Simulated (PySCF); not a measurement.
# BH6O15Si5: the cost of one run

Programs: PySCF 2.14.0, with routines of our own; each step states its level. All values are computed. Atoms count from 0.

### Step 1. The starting structure

27 atoms, charge -1, multiplicity 1; geometry from: GFN2-xTB.

### Step 2. NMR shifts: GIAO OLYP/pcSseg-0

Job settings and geometry (Å):

```
{"job": {"kind": "nmr", "basis": "pcSseg-0", "pop": false, "xc": "OLYP"}, "charge": -1, "multiplicity": 1}
B      1.686614     0.020819     1.447907
Si    -0.680426     1.380847     1.494552
Si    -0.676819    -1.388457     1.468288
Si     1.582690     0.014861    -1.401453
Si    -0.892810     1.447291    -1.449619
Si    -0.911751    -1.383553    -1.477545
O      0.879515     1.207236     1.637557
O      0.880115    -1.236234     1.613374
O     -1.499423    -0.002751     1.731961
O      2.193975    -0.006775     0.048489
O     -1.157737     1.986146     0.041867
O      0.683610     1.335690    -1.764166
O     -1.176254    -1.948289     0.005123
O      0.662561    -1.277174    -1.801180
O     -1.635460     0.040373    -1.735928
O      2.772193     0.014169     2.357302
H      3.187464    -0.846024     2.324324
O     -1.208163     2.480323     2.574391
H     -1.865558     3.078173     2.230520
O     -1.196896    -2.500995     2.540902
H     -2.140308    -2.635341     2.544290
O      2.799332     0.003691    -2.487391
H      3.657899     0.131581    -2.096068
O     -1.587259     2.490221    -2.483899
H     -1.156049     3.335767    -2.561102
O     -1.621889    -2.403867    -2.523044
H     -1.591102    -3.321974    -2.272054
```

Method: GIAO OLYP/pcSseg-0 NMR shielding, non-relativistic, gas phase.

Command:

```
$ OMP_NUM_THREADS=1 python large_run.py task.json out
```

This one command runs all jobs of the session in turn.

**Question.** How long does this first job take on 1 thread of Arm Neoverse N1, shared host, and how much memory does it need?

About 27 s, with a peak of 0.5 GiB.
